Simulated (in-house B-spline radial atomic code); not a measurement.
# Ru⁺: a test of the first knot

How far can the first knot be changed before the Ru⁺ run goes wrong?

Program: in-house B-spline radial atomic code version 1. Level of theory: Dirac-Coulomb LDA (Slater, VWN5), spherical fractional occupations, Fermi nucleus, basis-set limit. These are calculated values, not measurements, unless marked.

### Step 1. What is computed

| Property | Result |
| --- | --- |
| element | ruthenium (Z = 44) |
| charge | +1 |
| electrons | 43 |
| configuration | [Kr] 4d7 |
| Hamiltonian | Dirac-Coulomb |
| nucleus | Fermi, rms radius 4.481 fm |

The outer shells:

[Kr] 4d7
```
[Kr] core
4d [↑↓][↑↓][↑ ][↑ ][↑ ]
```

The boxes only draw the filling; these runs are spin-restricted and spherical.

A run counts as converged when the orbital gradient is under the tolerance times 44 hartree (or under the basis's noise floor) and the energy moved by less than 1e-8 hartree times the root of its size. Energy differences under 1e-05 hartree are noise.

Settings, as recorded:

```ini
Z = 44
electrons = 43.0
configuration = [Kr] 4d7
hamiltonian = dirac
method = lda,vwn
spin_polarised = False
nucleus = fermi
rms_radius = 4.4809
mass_number = 102
atomic_mass = 101.904340312
speed_of_light = 137.035999084
knot_spacing = 0.22
spline_order = 8
gauss_points = 12
box_radius = 35.29
max_iterations = 70
damping = 0.5
damped_steps = 3
diis_vectors = 10
tolerance = 1e-08
start = Thomas-Fermi
```

From the earlier run of the reference: total energy -4526.727840 hartree. Levels, eight at most:

```tsv
orbital	occupation	energy (eV)	<r> (bohr)
3p3/2	4	-446.99	0.4069
3d3/2	4	-283.23	0.3824
3d5/2	6	-278.90	0.3859
4s1/2	2	-83.867	1.018
4p1/2	2	-56.361	1.107
4p3/2	4	-52.933	1.139
4d3/2	2.8	-13.006	1.632
4d5/2	4.2	-12.671	1.654
```

### Step 2. First knot 2.27e-06

The settings differ from step 1 so:

```diff
@@ -15,2 +15,3 @@
 box_radius = 35.29
+first_knot = 2.27e-06
 max_iterations = 70
```

Launch:

```
$ python run_scf.py task.json out
```

task.json lists these runs, among others, and the program works through them in turn.

From the run's result record (rounded, not every field):

```text
{
  "status": "converged",
  "scf [iteration, energy, orbital gradient]": [
    [1, -4519.95892743, 0.371],
    [2, -4521.64222645, 0.345],
    [3, -4526.56911389, 0.0399],
    [4, -4526.71096381, 0.0216],
    [5, -4526.7261483, 0.011],
    [6, -4526.72782585, 0.00108],
    [7, -4526.72783927, 0.000127],
    [8, -4526.72783893, 0.000169],
    [9, -4526.72784032, 7.06e-07],
    [10, -4526.72784032, 2.32e-07]
  ],
  "energy [hartree]": {"total": -4526.72784032, "kinetic": 4709.05282007, "nuclear": -10943.4627876, "coulomb": 1836.64088332, "xc": -128.958756142},
  "orbitals [hartree, bohr; first row names the columns]": [
    ["name", "occ", "eps", "<r>"],
    ["1s1/2", 2.0, -804.94591, 0.03347],
    ["2s1/2", 2.0, -115.97033, 0.14547],
    ["2p1/2", 2.0, -107.25299, 0.12368],
    ["2p3/2", 4.0, -102.44935, 0.12845],
    ["3s1/2", 2.0, -20.627585, 0.40324],
    ["3p1/2", 2.0, -17.241926, 0.39616],
    ["3p3/2", 4.0, -16.426449, 0.4069],
    ["3d3/2", 4.0, -10.408384, 0.38239],
    ["3d5/2", 6.0, -10.249344, 0.38589],
    ["4s1/2", 2.0, -3.0820674, 1.0184],
    ["4p1/2", 2.0, -2.0712187, 1.1069],
    ["4p3/2", 4.0, -1.9452364, 1.1388],
    ["4d3/2", 2.8, -0.47796939, 1.6316],
    ["4d5/2", 4.2, -0.46565658, 1.6539]
  ],
  "sum_r [bohr^k]": {"-1": 248.7167, "1": 28.51075, "2": 37.78804},
  "energy_minus_base [hartree]": -2.5747795e-09
}
```

Wall time 1.2 s (1 thread, shared host).

energy_minus_base is the energy less that of the reference run.

### Step 3. First knot 2.27e-05

The settings differ from step 2 so:

```diff
@@ -15,3 +15,3 @@
 box_radius = 35.29
-first_knot = 2.27e-06
+first_knot = 2.27e-05
 max_iterations = 70
```

Result record:

```text
{
  "status": "converged",
  "scf [iteration, energy, orbital gradient]": [
    [1, -4519.95801511, 0.368],
    [2, -4521.64205856, 0.358],
    [3, -4526.5690769, 0.0436],
    [4, -4526.71095933, 0.0221],
    [5, -4526.72614777, 0.0108],
    [6, -4526.72782578, 0.00113],
    [7, -4526.72783919, 0.000127],
    [8, -4526.72783886, 0.00016],
    [9, -4526.72784026, 7.24e-07],
    [10, -4526.72784026, 2.43e-07]
  ],
  "energy [hartree]": {"total": -4526.72784026, "kinetic": 4709.05281739, "nuclear": -10943.4627821, "coulomb": 1836.64088045, "xc": -128.958755969},
  "orbitals [hartree, bohr; first row names the columns]": [
    ["name", "occ", "eps", "<r>"],
    ["1s1/2", 2.0, -804.94591, 0.03347],
    ["2s1/2", 2.0, -115.97033, 0.14547],
    ["2p1/2", 2.0, -107.25299, 0.12368],
    ["2p3/2", 4.0, -102.44935, 0.12845],
    ["3s1/2", 2.0, -20.627585, 0.40324],
    ["3p1/2", 2.0, -17.241927, 0.39616],
    ["3p3/2", 4.0, -16.426449, 0.4069],
    ["3d3/2", 4.0, -10.408384, 0.38239],
    ["3d5/2", 6.0, -10.249344, 0.38589],
    ["4s1/2", 2.0, -3.0820674, 1.0184],
    ["4p1/2", 2.0, -2.0712187, 1.1069],
    ["4p3/2", 4.0, -1.9452365, 1.1388],
    ["4d3/2", 2.8, -0.4779694, 1.6316],
    ["4d5/2", 4.2, -0.46565659, 1.6539]
  ],
  "sum_r [bohr^k]": {"-1": 248.7167, "1": 28.51075, "2": 37.78804},
  "energy_minus_base [hartree]": 5.84286681e-08
}
```

It took 0.71 s on 1 thread, shared host.

### Step 4. First knot 0.000227

The settings differ from step 3 so:

```diff
@@ -15,3 +15,3 @@
 box_radius = 35.29
-first_knot = 2.27e-05
+first_knot = 0.000227
 max_iterations = 70
```

Result record:

```text
{
  "status": "converged",
  "scf [iteration, energy, orbital gradient]": [
    [1, -4519.95860696, 0.369],
    [2, -4521.64195413, 0.346],
    [3, -4526.56885167, 0.0408],
    [4, -4526.7107038, 0.0215],
    [5, -4526.72588856, 0.011],
    [6, -4526.72756613, 0.00108],
    [7, -4526.72757956, 0.000125],
    [8, -4526.72757922, 0.000169],
    [9, -4526.72758061, 6.98e-07],
    [10, -4526.72758061, 2.29e-07]
  ],
  "energy [hartree]": {"total": -4526.72758061, "kinetic": 4709.05175956, "nuclear": -10943.4614469, "coulomb": 1836.64085847, "xc": -128.958751766},
  "orbitals [hartree, bohr; first row names the columns]": [
    ["name", "occ", "eps", "<r>"],
    ["1s1/2", 2.0, -804.94581, 0.03347],
    ["2s1/2", 2.0, -115.97031, 0.14547],
    ["2p1/2", 2.0, -107.25299, 0.12368],
    ["2p3/2", 4.0, -102.44934, 0.12845],
    ["3s1/2", 2.0, -20.627583, 0.40324],
    ["3p1/2", 2.0, -17.241927, 0.39616],
    ["3p3/2", 4.0, -16.426449, 0.4069],
    ["3d3/2", 4.0, -10.408385, 0.38239],
    ["3d5/2", 6.0, -10.249344, 0.38589],
    ["4s1/2", 2.0, -3.082067, 1.0184],
    ["4p1/2", 2.0, -2.0712188, 1.1069],
    ["4p3/2", 4.0, -1.9452364, 1.1388],
    ["4d3/2", 2.8, -0.47796939, 1.6316],
    ["4d5/2", 4.2, -0.46565658, 1.6539]
  ],
  "sum_r [bohr^k]": {"-1": 248.7167, "1": 28.51075, "2": 37.78804},
  "energy_minus_base [hartree]": 0.000259712428
}
```

Run time: 0.42 s. Hardware: 1 thread, shared host.

### Step 5. First knot 0.00227

The settings differ from step 4 so:

```diff
@@ -15,3 +15,3 @@
 box_radius = 35.29
-first_knot = 0.000227
+first_knot = 0.00227
 max_iterations = 70
```

Result record:

```text
{
  "status": "converged",
  "scf [iteration, energy, orbital gradient]": [
    [1, -4519.91836211, 0.369],
    [2, -4521.60132345, 0.359],
    [3, -4526.52827242, 0.0434],
    [4, -4526.6701087, 0.022],
    [5, -4526.68529145, 0.0107],
    [6, -4526.68696875, 0.00113],
    [7, -4526.68698218, 0.000127],
    [8, -4526.68698183, 0.000157],
    [9, -4526.68698321, 7.28e-07],
    [10, -4526.68698321, 2.34e-07]
  ],
  "energy [hartree]": {"total": -4526.68698322, "kinetic": 4708.88950622, "nuclear": -10943.2547461, "coulomb": 1836.63627089, "xc": -128.958014178},
  "orbitals [hartree, bohr; first row names the columns]": [
    ["name", "occ", "eps", "<r>"],
    ["1s1/2", 2.0, -804.93028, 0.03347],
    ["2s1/2", 2.0, -115.96867, 0.14548],
    ["2p1/2", 2.0, -107.25318, 0.12368],
    ["2p3/2", 4.0, -102.44892, 0.12845],
    ["3s1/2", 2.0, -20.627294, 0.40324],
    ["3p1/2", 2.0, -17.241969, 0.39616],
    ["3p3/2", 4.0, -16.42637, 0.40691],
    ["3d3/2", 4.0, -10.408423, 0.38239],
    ["3d5/2", 6.0, -10.249381, 0.38588],
    ["4s1/2", 2.0, -3.0820139, 1.0184],
    ["4p1/2", 2.0, -2.0712241, 1.1069],
    ["4p3/2", 4.0, -1.9452225, 1.1388],
    ["4d3/2", 2.8, -0.4779708, 1.6316],
    ["4d5/2", 4.2, -0.46565789, 1.6539]
  ],
  "sum_r [bohr^k]": {"-1": 248.7128, "1": 28.51076, "2": 37.78798},
  "energy_minus_base [hartree]": 0.0408571036
}
```

Run time: 0.3 s. Hardware: 1 thread, shared host.

### Step 6. First knot 0.00682

The settings differ from step 5 so:

```diff
@@ -15,3 +15,3 @@
 box_radius = 35.29
-first_knot = 0.00227
+first_knot = 0.00682
 max_iterations = 70
```

Result record:

```text
{
  "status": "converged",
  "scf [iteration, energy, orbital gradient]": [
    [1, -4519.9474313, 0.359],
    [2, -4521.6305445, 0.359],
    [3, -4526.55806878, 0.0434],
    [4, -4526.69991297, 0.022],
    [5, -4526.71509617, 0.0107],
    [6, -4526.71677333, 0.00113],
    [7, -4526.71678676, 0.000126],
    [8, -4526.71678641, 0.000157],
    [9, -4526.71678779, 7.28e-07],
    [10, -4526.71678779, 2.34e-07]
  ],
  "energy [hartree]": {"total": -4526.71678779, "kinetic": 4708.99368514, "nuclear": -10943.3746571, "coulomb": 1836.62124055, "xc": -128.957056429},
  "orbitals [hartree, bohr; first row names the columns]": [
    ["name", "occ", "eps", "<r>"],
    ["1s1/2", 2.0, -804.96108, 0.033469],
    ["2s1/2", 2.0, -115.97259, 0.14547],
    ["2p1/2", 2.0, -107.25418, 0.12368],
    ["2p3/2", 4.0, -102.44258, 0.12846],
    ["3s1/2", 2.0, -20.628066, 0.40323],
    ["3p1/2", 2.0, -17.242189, 0.39616],
    ["3p3/2", 4.0, -16.425157, 0.40692],
    ["3d3/2", 4.0, -10.408593, 0.38239],
    ["3d5/2", 6.0, -10.249549, 0.38588],
    ["4s1/2", 2.0, -3.0821528, 1.0184],
    ["4p1/2", 2.0, -2.0712565, 1.1068],
    ["4p3/2", 4.0, -1.9450285, 1.1388],
    ["4d3/2", 2.8, -0.47797958, 1.6316],
    ["4d5/2", 4.2, -0.46566613, 1.6539]
  ],
  "sum_r [bohr^k]": {"-1": 248.7139, "1": 28.51078, "2": 37.78771},
  "energy_minus_base [hartree]": 0.0110525258
}
```

It took 0.28 s on 1 thread, shared host.

### Step 7. First knot 0.0227

The settings differ from step 6 so:

```diff
@@ -15,3 +15,3 @@
 box_radius = 35.29
-first_knot = 0.00682
+first_knot = 0.0227
 max_iterations = 70
```

Result record:

```text
{
  "status": "converged",
  "scf [iteration, energy, orbital gradient]": [
    [1, -4518.97179662, 0.541],
    [2, -4520.65931541, 0.346],
    [3, -4525.59809149, 0.0416],
    [4, -4525.74014116, 0.0214],
    [5, -4525.75534195, 0.011],
    [6, -4525.75701743, 0.00107],
    [7, -4525.75703084, 0.000121],
    [8, -4525.75703048, 0.000168],
    [9, -4525.75703185, 7.05e-07],
    [10, -4525.75703185, 2.26e-07]
  ],
  "energy [hartree]": {"total": -4525.75703185, "kinetic": 4704.90880603, "nuclear": -10938.0387875, "coulomb": 1836.29498105, "xc": -128.922031414},
  "orbitals [hartree, bohr; first row names the columns]": [
    ["name", "occ", "eps", "<r>"],
    ["1s1/2", 2.0, -804.82358, 0.033476],
    ["2s1/2", 2.0, -115.96597, 0.14548],
    ["2p1/2", 2.0, -107.27208, 0.12367],
    ["2p3/2", 4.0, -102.35362, 0.12857],
    ["3s1/2", 2.0, -20.627888, 0.40324],
    ["3p1/2", 2.0, -17.246157, 0.39613],
    ["3p3/2", 4.0, -16.408279, 0.40718],
    ["3d3/2", 4.0, -10.411855, 0.38235],
    ["3d5/2", 6.0, -10.252711, 0.38584],
    ["4s1/2", 2.0, -3.0820852, 1.0184],
    ["4p1/2", 2.0, -2.0718125, 1.1067],
    ["4p3/2", 4.0, -1.942288, 1.1395],
    ["4d3/2", 2.8, -0.47813087, 1.6311],
    ["4d5/2", 4.2, -0.46580464, 1.6534]
  ],
  "sum_r [bohr^k]": {"-1": 248.5998, "1": 28.51128, "2": 37.78258},
  "energy_minus_base [hartree]": 0.970808469
}
```

It took 0.22 s on 1 thread, shared host.

### Step 8. First knot 0.0682

The settings differ from step 7 so:

```diff
@@ -15,3 +15,3 @@
 box_radius = 35.29
-first_knot = 0.0227
+first_knot = 0.0682
 max_iterations = 70
```

Result record:

```text
{
  "status": "converged",
  "scf [iteration, energy, orbital gradient]": [
    [1, -4506.45887553, 1.32],
    [2, -4508.19765124, 0.354],
    [3, -4513.32180014, 0.0419],
    [4, -4513.46637506, 0.0217],
    [5, -4513.48172549, 0.0111],
    [6, -4513.48335729, 0.00102],
    [7, -4513.48337054, 5.72e-05],
    [8, -4513.4833703, 0.000101],
    [9, -4513.48337079, 1.15e-06],
    [10, -4513.48337079, 2.23e-07]
  ],
  "energy [hartree]": {"total": -4513.48337079, "kinetic": 4656.55987077, "nuclear": -10872.6082958, "coulomb": 1830.9538646, "xc": -128.388810358},
  "orbitals [hartree, bohr; first row names the columns]": [
    ["name", "occ", "eps", "<r>"],
    ["1s1/2", 2.0, -804.26083, 0.033515],
    ["2s1/2", 2.0, -116.06044, 0.14549],
    ["2p1/2", 2.0, -107.56568, 0.12354],
    ["2p3/2", 4.0, -100.80764, 0.13052],
    ["3s1/2", 2.0, -20.663232, 0.40308],
    ["3p1/2", 2.0, -17.312209, 0.39555],
    ["3p3/2", 4.0, -16.1192, 0.41159],
    ["3d3/2", 4.0, -10.468077, 0.3816],
    ["3d5/2", 6.0, -10.301032, 0.38527],
    ["4s1/2", 2.0, -3.088176, 1.0174],
    ["4p1/2", 2.0, -2.0813658, 1.1041],
    ["4p3/2", 4.0, -1.8957986, 1.1518],
    ["4d3/2", 2.8, -0.4810477, 1.6235],
    ["4d5/2", 4.2, -0.46793915, 1.6468]
  ],
  "sum_r [bohr^k]": {"-1": 247.1675, "1": 28.52144, "2": 37.70453},
  "energy_minus_base [hartree]": 13.2444695
}
```

It took 0.19 s on 1 thread, shared host.

### Step 9. What each setting did

| run | outcome | iterations | energy less the reference (hartree) |
| --- | --- | --- | --- |
| reference | converged | 10 | 0 |
| first knot 2.27e-06 | converged | 10 | below noise |
| first knot 2.27e-05 | converged | 10 | below noise |
| first knot 0.000227 | converged | 10 | +0.00026 |
| first knot 0.00227 | converged | 10 | +0.0409 |
| first knot 0.00682 | converged | 10 | +0.0111 |
| first knot 0.0227 | converged | 10 | +0.971 |
| first knot 0.0682 | converged | 10 | +13.2 |

Of 7 changed inputs, 2 gave the reference energy within 1e-05 hartree and 5 converged to another value. The worst converged miss is +13.2 hartree (first knot 0.0682): the first knot lies too far out to describe the region near the nucleus.
